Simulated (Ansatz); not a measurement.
# CH₈GeSi₂: small, medium and large basis sets

How large a basis does CH₈GeSi₂ need? Two functionals are run in growing sets.

Method: one geometry, several basis sets; program: Ansatz 0.2.0, Gaussian basis.

The runs, in order: PBE0-D4/def2-SVP; ωB97M-V/def2-SVP; PBE0-D4/def2-QZVPP; ωB97M-V/def2-QZVPP; the functionals' def2-TZVPP values are taken from earlier runs.

### Step 1. Structure used throughout

The geometry comes from an earlier relaxation with PBE0-D4 in a triple-zeta def2 set; it is a stationary point, not always the lowest conformer.

SMILES `[SiH3][GeH]1[CH2][SiH2]1`, 12 atoms, charge 0, spin multiplicity 1.

Atoms are counted from 1 here; the program's logs count them from 0.

Bond lengths: Si1–Ge2 2.356 Å, Si1–H5 1.486 Å, Si1–H6 1.487 Å, Si1–H7 1.487 Å, Ge2–C3 2.021 Å, Ge2–Si4 2.305 Å, Ge2–H8 1.533 Å, C3–Si4 1.873 Å, C3–H9 1.087 Å, C3–H10 1.087 Å, Si4–H11 1.482 Å, Si4–H12 1.482 Å. Angles: Ge2–Si1–H5 110.9°, Ge2–Si1–H6 111.7°, Ge2–Si1–H7 107.3°, H5–Si1–H6 108.8°, H5–Si1–H7 109.2°, H6–Si1–H7 109.0°, Si1–Ge2–C3 114.0°, Si1–Ge2–Si4 121.4°, Si1–Ge2–H8 118.6°, C3–Ge2–Si4 50.8°, C3–Ge2–H8 112.2°, Si4–Ge2–H8 118.7°, Ge2–C3–Si4 72.5°, Ge2–C3–H9 115.6°, Ge2–C3–H10 115.1°, Si4–C3–H9 118.2°, Si4–C3–H10 118.2°, H9–C3–H10 111.9° and more.

### Step 2. PBE0-D4 in def2-SVP

Input file in.yaml:

```yaml
crystal:
  periodic: [false, false, false]
  atoms:
    - {symbol: Si, position_ang: [-1.854356, 1.101075, 0.606607]}
    - {symbol: Ge, position_ang: [0.283068, 0.775251, -0.329795]}
    - {symbol: C, position_ang: [1.341534, -0.711832, 0.538216]}
    - {symbol: Si, position_ang: [0.916168, -1.263258, -1.200037]}
    - {symbol: H, position_ang: [-2.751380, 1.800987, -0.349296]}
    - {symbol: H, position_ang: [-1.787964, 1.890002, 1.865904]}
    - {symbol: H, position_ang: [-2.413764, -0.243157, 0.907636]}
    - {symbol: H, position_ang: [1.148264, 2.004384, -0.630514]}
    - {symbol: H, position_ang: [0.853104, -1.211831, 1.370291]}
    - {symbol: H, position_ang: [2.377693, -0.471416, 0.760711]}
    - {symbol: H, position_ang: [-0.068848, -2.361776, -1.337678]}
    - {symbol: H, position_ang: [2.033581, -1.363628, -2.168043]}
basis:
  gaussian: {orbitals: def2-SVP}
hamiltonian: {xc: pbe0, dispersion: d4}
output: {orbitals: {seedname: orbitals}}
```

Run with:

```
ansatz run in.yaml --threads 4 --pin off --events-out ev --progress --plain --max-ram 10444MiB
```

The runs that follow: ωB97M-V in def2-SVP; PBE0-D4 in def2-QZVPP; ωB97M-V in def2-QZVPP.

Before running them: what should the planned runs give, taken together? Wanted: PBE0-D4: double and triple zeta above quadruple; ωB97M-V: double and triple zeta above quadruple.

As calculated:

| quantity | value |
| --- | --- |
| PBE0-D4: double and triple zeta above quadruple | 15.70, 1.81 eV |
| ωB97M-V: double and triple zeta above quadruple | 15.74, 1.73 eV |

**Reading.** For PBE0-D4 the step from double to triple zeta gains 13.90 eV and the next only 1.81 eV. Total energies overstate the basis error of differences, where much of it tends to cancel. The LUMO of ωB97M-V is positive and keeps falling with the basis (1.49 to 0.94 eV): an unbound level that the basis holds in place.
